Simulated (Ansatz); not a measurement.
# SnO2: the cost of one run

Program: Ansatz 0.2.0. Level of theory: DFT LDA, scalar-relativistic, plane waves, PAW. These are calculated values, not measurements.

18 further runs of the same task are left out: 1 that didn't finish, 17 set aside as unsound or not needed.

## 1. Starting point

It takes space group Pbcn (No. 60, orthorhombic). Conventional cell: a = 4.702 Å, b = 5.693 Å, c = 5.202 Å, α = 90.00°, β = 90.00°, γ = 90.00°. Sn (site symmetry 2) is surrounded by 6 O at 2.02 to 2.09 Å. Around O (site symmetry 1) lie 3 Sn at 2.02 to 2.09 Å.

Structure file:

```cif
data_structure
_symmetry_space_group_name_H-M 'Pbcn'
_symmetry_Int_Tables_number 60
_cell_length_a 4.7016
_cell_length_b 5.6927
_cell_length_c 5.2017
_cell_angle_alpha 90.000
_cell_angle_beta 90.000
_cell_angle_gamma 90.000
_cell_volume 139.22
loop_
_atom_site_label
_atom_site_type_symbol
_atom_site_symmetry_multiplicity
_atom_site_Wyckoff_symbol
_atom_site_fract_x
_atom_site_fract_y
_atom_site_fract_z
_atom_site_occupancy
Sn1 Sn 4 c 0.50000 0.66734 0.75000 1
O1 O 8 d 0.73093 0.60502 0.07769 1
```

It goes back to an entry of the Materials Project, which need not be the stable form.

This cell was relaxed beforehand with the same method: volume 11.60 Å³/atom, gap on the mesh 1.52 eV.

## 2. What is varied

The energy is mapped over volume and the cell's shape.

- volume per atom: 7 values from 9.75 to 13.46 Å³
- stretch along b over the lengths across it, relative to the relaxed cell: 7 values from 0.923 to 1.083

Nothing else is relaxed (fractional coordinates fixed). Energies count from the relaxed crystal. Points are written as (first, second).

## 3. Point (12.84 Å³, 0.923)

The input, input.yaml:

```yaml
crystal:
  lattice:
    - [4.9947292397, 0.0, 0.0]
    - [0.0, 5.5819886401, 0.0]
    - [0.0, 0.0, 5.5260084687]
  atoms:
    - { symbol: Sn, position: [0.5, 0.6673419135, 0.75] }
    - { symbol: Sn, position: [0.0, 0.8326580865, 0.25] }
    - { symbol: Sn, position: [0.5, 0.3326580865, 0.25] }
    - { symbol: Sn, position: [0.0, 0.1673419135, 0.75] }
    - { symbol: O, position: [0.7309254637, 0.6050162923, 0.0776916535] }
    - { symbol: O, position: [0.2309254637, 0.8949837077, 0.9223083465] }
    - { symbol: O, position: [0.7690745363, 0.8949837077, 0.5776916535] }
    - { symbol: O, position: [0.2690745363, 0.6050162923, 0.4223083465] }
    - { symbol: O, position: [0.7309254637, 0.3949837077, 0.5776916535] }
    - { symbol: O, position: [0.2309254637, 0.1050162923, 0.4223083465] }
    - { symbol: O, position: [0.7690745363, 0.1050162923, 0.0776916535] }
    - { symbol: O, position: [0.2690745363, 0.3949837077, 0.9223083465] }
basis:
  ecutwfc: 520.0
kpoints:
  mp_grid: { grid: [6, 6, 6] }
hamiltonian:
  xc: lda
  pseudopotentials: { kind: paw, azcp: { folder: soft_1 } }
scf:
  occupations: { method: gaussian, width: 0.05 }
output:
  forces: true
  stress: true
  eigenvalues: true
```

Launch:

```bash
$ ansatz run input.yaml --threads 4 --pin off --max-ram 8192MiB --backend cpu --events-out ev --progress --plain --runs-dir out
```

Q: Estimate wall time and peak memory on 4 threads of Arm Neoverse N1, shared host.

About 23 s, with a peak of 0.95 GiB.
